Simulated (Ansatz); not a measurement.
# BAs (BAs (110), 3 layers): how the settings move a single-point run

Question: which choices in the input matter for BAs (BAs (110), 3 layers)?

Method: reference: DFT, r2SCAN, PAW with Ansatz's default frozen-core files, scalar-relativistic, in Ansatz 0.2.0.

1 further run of the same task is left out (it didn't finish).

**1. The structure to begin with**

It takes space group Pmm2 (No. 25, orthorhombic). Conventional cell: a = 3.383 Å, b = 19.383 Å, c = 4.784 Å, α = 90.00°, β = 90.00°, γ = 90.00°. Around B (site symmetry m) lie 3 As at 2.03 to 2.04 Å. Around As (site symmetry m) lie 3 B at 2.04 to 2.16 Å. Around B (site symmetry mm2) lie 4 As at 2.07 to 2.16 Å. As (site symmetry mm2) is surrounded by 4 B at 2.03 to 2.07 Å.

Structure file:

```
B As
1.0
     3.38269    0.00000    0.00000
     0.00000    4.78385    0.00000
     0.00000    0.00000   19.38270
B As
3 3
Direct
  0.25000 0.08826 0.43064
  0.75000 0.65684 0.50000
  0.25000 0.08826 0.56936
  0.75000 0.87986 0.40289
  0.25000 0.40692 0.50000
  0.75000 0.87986 0.59711
```

**2. The reference run**

input.yaml

```yaml
crystal:
  lattice:
    - [3.3826927784, 0.0, 0.0]
    - [0.0, 4.7838500046, 0.0]
    - [0.0, 0.0, 19.3827]
  atoms:
    - { symbol: B, position: [0.25, 0.088258704, 0.4306442592] }
    - { symbol: As, position: [0.75, 0.8798589653, 0.4028854367] }
    - { symbol: B, position: [0.75, 0.656842777, 0.5000000641] }
    - { symbol: As, position: [0.25, 0.4069207316, 0.499999914] }
    - { symbol: B, position: [0.25, 0.0882592753, 0.5693557481] }
    - { symbol: As, position: [0.75, 0.8798595469, 0.5971145779] }
  periodic: [true, true, false]
kpoints:
  mp_grid: { grid: [10, 7, 1] }
scf:
  occupations: { method: fermi_dirac, width: 0.1 }
hamiltonian:
  xc: r2scan
  pseudopotentials: { kind: paw }
output:
  forces: true
  stress: true
  eigenvalues: true
```

The run is started by

```
ansatz run input.yaml --threads 2 --pin off --max-ram 4096MiB --backend cpu --events-out ev --progress --plain --runs-dir out
```

**3. Changed: n_extra_bands 32**

Edit input.yaml of step 2 so:

```diff
@@ -17,2 +17,3 @@
   occupations: { method: fermi_dirac, width: 0.1 }
+  n_extra_bands: 32
 hamiltonian:
@@ -24 +25,5 @@
   eigenvalues: true
+  write_density: true
+  write_potential: true
+  elf: true
+  volumetric_format: npy
```

**Question.** What will these runs give? Wanted: for each run, ending; energy change; gap; force.

As calculated:

| run | ending | energy change | gap (eV) | force (eV/Å) | cycles | time |
| --- | --- | --- | --- | --- | --- | --- |
| reference | converged | 0 | 0.00 | 0.00 | 8 | 30 s |
| 1: n_extra_bands 32 | converged | 0.0 meV/atom | 0.00 | 0.00 | 8 | 66 s |

Times don't compare one to one where runs were asked for different outputs or read a saved state (see the inputs); cycles may leave out searches for a lower state.

Residual by cycle in the longest SCF loop of each run; runs are numbered as in the table. The quantity is the density residual dr2, in eV.

| cycle | reference | run 1 |
| --- | --- | --- |
| 1 | 0.322 | 0.33 |
| 2 | 0.293 | 0.31 |
| 3 | 0.00945 | 0.00861 |
| 4 | 7.6e-4 | 7.6e-4 |
| 5 | 1.7e-5 | 1.7e-5 |
| 6 | 1.9e-6 | 1.7e-6 |
| 7 | 3.2e-7 | 2.4e-7 |
| 8 | 7.3e-9 | 8.3e-9 |

**Reading.** Energy and cycle count are those of the reference, so the change (band count) left the result and the number of cycles as they were.
